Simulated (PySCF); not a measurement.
# C6H8FPS: the cost of one run

Computed with PySCF 2.14.0 and routines of our own; the level stands in each step. Atoms count from 0.

## (1) The starting structure

17 atoms, charge 0, multiplicity 3; geometry from: GFN2-xTB.

## (2) Open-shell or spin-flip excitations: unrestricted TDA CAM-B3LYP/def2-SVP

What the job is given:

```
{"job": {"kind": "uabs", "xc": "CAM-B3LYP", "basis": "def2-SVP", "nstates": 10, "tda": true}, "charge": 0, "multiplicity": 3}
C     -2.440589     0.584776    -0.590480
C     -2.046230    -0.286108     0.605329
C     -0.576772    -0.499275     0.651007
S      0.481437     0.912478     0.970706
C      1.918202     0.118777     0.392431
C      3.203244     0.858513     0.431310
P      1.861877    -1.709850     0.679624
C      0.089717    -1.659206     0.478839
F     -0.586933    -2.810508     0.285862
H     -1.951838     1.554571    -0.530248
H     -2.147104     0.104763    -1.521160
H     -3.516836     0.735768    -0.599458
H     -2.544633    -1.255715     0.542925
H     -2.362086     0.210702     1.527523
H      3.067100     1.864060     0.034048
H      3.945173     0.329839    -0.166019
H      3.599272     0.958443     1.447313
```

Method: unrestricted TDA CAM-B3LYP/def2-SVP, vertical, gas phase, core orbitals frozen in the response.

The run is started by

```
$ OMP_NUM_THREADS=1 python excited_run.py task.json out
```

One launch serves the whole session: the jobs run in the order shown.

**Question.** How long does this first job take on 1 thread of Arm Neoverse V2, shared host, and how much memory does it need?

About 78 s, with a peak of 0.76 GiB.
